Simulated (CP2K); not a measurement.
Runs of CP2K 2026.2 on GaGe. The structure is cubic, space group F-43m (No. 216). Conventional cell: a = 5.796 Å, b = 5.796 Å, c = 5.796 Å, α = 90.00°, β = 90.00°, γ = 90.00°. Ge (site symmetry -43m) is surrounded by 4 Ga at 2.51 Å. Ga (site symmetry -43m) is surrounded by 4 Ge at 2.51 Å. The cell comes from a database or a generator and needn't be the stable form of this composition.

```csv
level,gap on the mesh (eV),pressure (GPa)
PW91,none,0.5
M06-L,none,1.1
AM05,none,-1.2
PBEsol,none,-1.2
LDA,none,-2.0
revPBE,none,(a)
PBE,none,0.5
```

Alike in all rows: task band structure; potentials or basis POTENTIAL_UZH Ge GTH-PBE-q4, Ga GTH-PBE-q13; TZVP-MOLOPT-PBE-GTH basis; no spin polarisation; cell as given; k mesh 8 × 8 × 8; smearing fermi-dirac 0.05 eV.

Question: Estimate the missing entries.

Answer: (a) 1.2.

Caveats: the basis of atomic orbitals isn't converged, which shifts pressures, moduli and gaps; the potentials were made for another functional, which shifts forces and pressure (some runs).

A k mesh can miss the band edges, and the runs leave out spin-orbit coupling on Ga, Ge.

A gap of «none» marks a metal or a gap under the smearing width.
